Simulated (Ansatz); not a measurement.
# C₂H₆OZn: vertical ionisation energy

An exercise on one series of results from a longer session: the logs are not shown, and one member is left open.

Method: unrestricted cation, the program's frozen cores in correlated methods; program: Ansatz 0.2.0, Gaussian basis.

Levels to be run: UKS PBE-D4/def2-TZVPP; UKS r2SCAN-D4/def2-TZVPP; UKS PBE0-D4/def2-TZVPP; UKS B3LYP-D4/def2-TZVPP; UKS wB97X-V/def2-TZVPP; UKS wB97M-V/def2-TZVPP; UKS B2PLYP (frozen core with 3s3p of Cu, Zn)/def2-TZVPP; UHF-CCSD(T) with 3s3p of Cu, Zn/def2-TZVPP; UHF-MP2 with 3s3p of Cu, Zn/def2-QZVPP; extrapolation to the limit; then −ε(HOMO) from the neutral's earlier runs with LDA (SPW92), PBE-D4, revPBE-D4, BLYP-D4, r2SCAN-D4, B97M-V, PBE0-D4, B3LYP-D4, r2SCANh-D4, r2SCAN0-D4, HSE06-D4, BHLYP-D4, CAM-B3LYP-D4, LC-ωPBE, ωB97X-V, ωB97M-V.

### The geometry

An earlier PBE0-D4 in a triple-zeta def2 set relaxation fixed the geometry.

SMILES `C[O][Zn][CH3]`, 10 atoms, charge 0, spin multiplicity 1.

Atoms are counted from 1 here; the program's logs count them from 0.

Bond lengths: C1–O2 1.395 Å, C1–H5 1.100 Å, C1–H6 1.097 Å, C1–H7 1.100 Å, O2–Zn3 1.776 Å, Zn3–C4 1.920 Å, C4–H8 1.092 Å, C4–H9 1.092 Å, C4–H10 1.092 Å. Angles: O2–C1–H5 112.8°, O2–C1–H6 109.1°, O2–C1–H7 113.0°, H5–C1–H6 107.1°, H5–C1–H7 107.4°, H6–C1–H7 107.1°, C1–O2–Zn3 128.9°, O2–Zn3–C4 175.3°, Zn3–C4–H8 110.5°, Zn3–C4–H9 110.5°, Zn3–C4–H10 110.7°, H8–C4–H9 108.3°, H8–C4–H10 108.3°, H9–C4–H10 108.4°.

The first run:

File in.yaml:

```yaml
crystal:
  periodic: [false, false, false]
  atoms:
    - {symbol: C, position_ang: [-0.481298, 1.881055, -1.236293]}
    - {symbol: O, position_ang: [0.058138, 1.410014, -0.039071]}
    - {symbol: Zn, position_ang: [0.233603, -0.265633, 0.522650]}
    - {symbol: C, position_ang: [0.486157, -2.019597, 1.261169]}
    - {symbol: H, position_ang: [0.080771, 1.543461, -2.119171]}
    - {symbol: H, position_ang: [-0.453722, 2.977418, -1.235664]}
    - {symbol: H, position_ang: [-1.530270, 1.583930, -1.380222]}
    - {symbol: H, position_ang: [-0.131918, -2.749596, 0.734714]}
    - {symbol: H, position_ang: [0.208505, -2.033680, 2.317062]}
    - {symbol: H, position_ang: [1.530014, -2.327392, 1.174817]}
basis:
  gaussian: {orbitals: def2-TZVPP}
total_charge: 1
magnetization: {spin_polarized: true, initial_magnetization: 1}
hamiltonian: {xc: pbe, dispersion: d4}
```

Run with:

```sh
ansatz run in.yaml --threads 2 --pin off --events-out ev --progress --plain --max-ram 32768MiB --backend cpu
```

Steps of the session up to this table: Cation, UKS PBE-D4/def2-TZVPP; Cation, UKS r2SCAN-D4/def2-TZVPP; Cation, UKS PBE0-D4/def2-TZVPP; Cation, UKS B3LYP-D4/def2-TZVPP; Cation, UKS wB97X-V/def2-TZVPP; Cation, UKS wB97M-V/def2-TZVPP; Cation, UKS B2PLYP (frozen core with 3s3p of Cu, Zn)/def2-TZVPP; Cation, UHF-CCSD(T) with 3s3p of Cu, Zn/def2-TZVPP; Cation, UHF-MP2 with 3s3p of Cu, Zn/def2-QZVPP.

One of the session's tables, all rows but one given; the rest of the session is left out.

Orbital estimates, from the neutral's runs:

| functional | −ε(HOMO) (eV) |
| --- | --- |
| LDA (SPW92) | 5.78 |
| PBE-D4 | 5.61 |
| revPBE-D4 | 5.54 |
| BLYP-D4 | 5.53 |
| r2SCAN-D4 | 5.89 |
| B97M-V | 5.99 |
| PBE0-D4 | 7.10 |
| B3LYP-D4 | 6.87 |
| r2SCANh-D4 | 6.45 |
| r2SCAN0-D4 | 7.31 |
| HSE06-D4 | 6.69 |
| BHLYP-D4 | 8.57 |
| CAM-B3LYP-D4 | 8.58 |
| LC-ωPBE | ? |
| ωB97X-V | 9.59 |
| ωB97M-V | 9.53 |

Estimate the missing values for LC-ωPBE.

**Answer.** −ε(HOMO) (eV): 9.93. In the column «−ε(HOMO) (eV)» it is the highest.

To keep in mind: The cation may have settled in a state other than its lowest; no search over hole states beyond the program's own was made.
